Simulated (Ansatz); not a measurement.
# Si₄Ge₂H₁₂: one species, many methods

An exercise on one series of results from a longer session: the logs are not shown, and one member is left open.

Method: functionals in def2-TZVPP, the program's frozen cores in correlated methods; program: Ansatz 0.2.0, Gaussian basis.

Levels to be run: LDA (SPW92), PBE-D4, revPBE-D4, BLYP-D4, r2SCAN-D4, B97M-V, PBE0-D4, B3LYP-D4, r2SCANh-D4, r2SCAN0-D4, HSE06-D4, BHLYP-D4, CAM-B3LYP-D4, LC-ωPBE, ωB97X-V, ωB97M-V, B2PLYP, PBE-QIDH; CCSD(T)/def2-SVP; CCSD(T)/def2-TZVPP; MP2/def2-QZVPP; extrapolation to the limit; RPA on PBE.

## The geometry

The geometry comes from an earlier relaxation with PBE0-D4 in a triple-zeta def2 set; it is a stationary point, not always the lowest conformer.

SMILES `[SiH2]1[SiH2][GeH2][SiH2][SiH2][GeH2]1`, 18 atoms, charge 0, spin multiplicity 1.

Atoms are counted from 1 here; the program's logs count them from 0.

Bond lengths: Si1–Si2 2.334 Å, Si1–Ge6 2.387 Å, Si1–H7 1.489 Å, Si1–H8 1.490 Å, Si2–Ge3 2.388 Å, Si2–H9 1.490 Å, Si2–H10 1.489 Å, Ge3–Si4 2.388 Å, Ge3–H11 1.541 Å, Ge3–H12 1.541 Å, Si4–Si5 2.334 Å, Si4–H13 1.489 Å, Si4–H14 1.490 Å, Si5–Ge6 2.388 Å, Si5–H15 1.490 Å, Si5–H16 1.489 Å, Ge6–H17 1.541 Å, Ge6–H18 1.541 Å. Angles: Si2–Si1–Ge6 108.0°, Si2–Si1–H7 112.6°, Si2–Si1–H8 108.7°, Ge6–Si1–H7 110.4°, Ge6–Si1–H8 108.7°, H7–Si1–H8 108.3°, Si1–Si2–Ge3 108.0°, Si1–Si2–H9 108.7°, Si1–Si2–H10 112.6°, Ge3–Si2–H9 108.7°, Ge3–Si2–H10 110.4°, H9–Si2–H10 108.3°, Si2–Ge3–Si4 110.8°, Si2–Ge3–H11 109.4°, Si2–Ge3–H12 109.7°, Si4–Ge3–H11 109.7°, Si4–Ge3–H12 109.4°, H11–Ge3–H12 107.8° and more.

Coordinates:

```
atom    x (Å)    y (Å)    z (Å)
 Si1   0.2671   2.0766  -0.6303
 Si2   1.9789   0.8511   0.3781
 Ge3   1.8003  -1.4118  -0.3621
 Si4  -0.4864  -2.0209  -0.6794
 Si5  -1.7604  -0.9072   0.9287
 Ge6  -1.7993   1.4125   0.3644
  H7   0.4588   3.5474  -0.4954
  H8   0.2294   1.7411  -2.0817
  H9   1.7873   0.8881   1.8554
 H10   3.3311   1.3931   0.0684
 H11   2.5710  -1.5793  -1.6860
 H12   2.4405  -2.3512   0.6784
 H13  -0.6434  -3.5003  -0.6105
 H14  -0.9193  -1.5671  -2.0311
 H15  -1.1007  -1.0659   2.2554
 H16  -3.1475  -1.4396   1.0298
 H17  -2.0491   2.2514   1.6327
 H18  -2.9581   1.6818  -0.6150
```

The first run:

in.yaml

```yaml
crystal:
  periodic: [false, false, false]
  atoms:
    - {symbol: Si, position_ang: [0.267058, 2.076641, -0.630293]}
    - {symbol: Si, position_ang: [1.978906, 0.851096, 0.378087]}
    - {symbol: Ge, position_ang: [1.800292, -1.411801, -0.362064]}
    - {symbol: Si, position_ang: [-0.486396, -2.020865, -0.679357]}
    - {symbol: Si, position_ang: [-1.760366, -0.907151, 0.928724]}
    - {symbol: Ge, position_ang: [-1.799257, 1.412522, 0.364412]}
    - {symbol: H, position_ang: [0.458796, 3.547355, -0.495413]}
    - {symbol: H, position_ang: [0.229416, 1.741076, -2.081653]}
    - {symbol: H, position_ang: [1.787323, 0.888122, 1.855380]}
    - {symbol: H, position_ang: [3.331066, 1.393062, 0.068413]}
    - {symbol: H, position_ang: [2.570979, -1.579257, -1.685997]}
    - {symbol: H, position_ang: [2.440488, -2.351181, 0.678364]}
    - {symbol: H, position_ang: [-0.643434, -3.500252, -0.610470]}
    - {symbol: H, position_ang: [-0.919334, -1.567110, -2.031069]}
    - {symbol: H, position_ang: [-1.100734, -1.065855, 2.255438]}
    - {symbol: H, position_ang: [-3.147546, -1.439603, 1.029837]}
    - {symbol: H, position_ang: [-2.049143, 2.251445, 1.632708]}
    - {symbol: H, position_ang: [-2.958125, 1.681765, -0.615027]}
basis:
  gaussian: {orbitals: def2-TZVPP}
hamiltonian: {xc: lda}
output: {orbitals: {seedname: orbitals}}
```

Steps of the session up to this table: LDA; PBE-D4 (GGA); revPBE-D4 (GGA); BLYP-D4 (GGA); r2SCAN-D4 (meta-GGA); B97M-V (meta-GGA); PBE0-D4 (hybrid); B3LYP-D4 (hybrid); r2SCANh-D4 (hybrid); r2SCAN0-D4 (hybrid); HSE06-D4 (hybrid); BHLYP-D4 (hybrid); CAM-B3LYP-D4 (range-separated); LC-ωPBE-D4 (range-separated; the results give it without D4); ωB97X-V (range-separated); ωB97M-V (range-separated); B2PLYP (double hybrid); PBE-QIDH (double hybrid).

One table of the session follows, with a row left open; its other results are not shown here.

It belongs to the step «Orbital energies across the functionals». 

| functional | HOMO (eV) | gap (eV) |
| --- | --- | --- |
| LDA (SPW92) | -6.71 | 5.15 |
| PBE-D4 | -6.63 | 5.23 |
| revPBE-D4 | -6.60 | 5.27 |
| BLYP-D4 | -6.49 | 5.28 |
| r2SCAN-D4 | -6.88 | 5.67 |
| B97M-V | -7.02 | 5.59 |
| PBE0-D4 | -7.65 | 7.02 |
| B3LYP-D4 | -7.47 | 6.72 |
| r2SCANh-D4 | -7.25 | 6.31 |
| r2SCAN0-D4 | -7.81 | 7.28 |
| HSE06-D4 | -7.27 | 6.27 |
| BHLYP-D4 | -8.58 | 8.89 |
| CAM-B3LYP-D4 | -8.85 | 9.31 |
| LC-ωPBE | -10.09 | 11.52 |
| ωB97X-V | ? | ? |
| ωB97M-V | -9.59 | 10.66 |

Estimate the missing values for ωB97X-V.

The run gave: HOMO (eV): -9.80; gap (eV): 11.16. In the column «HOMO (eV)» it lies between LC-ωPBE (-10.09) and ωB97M-V (-9.59).
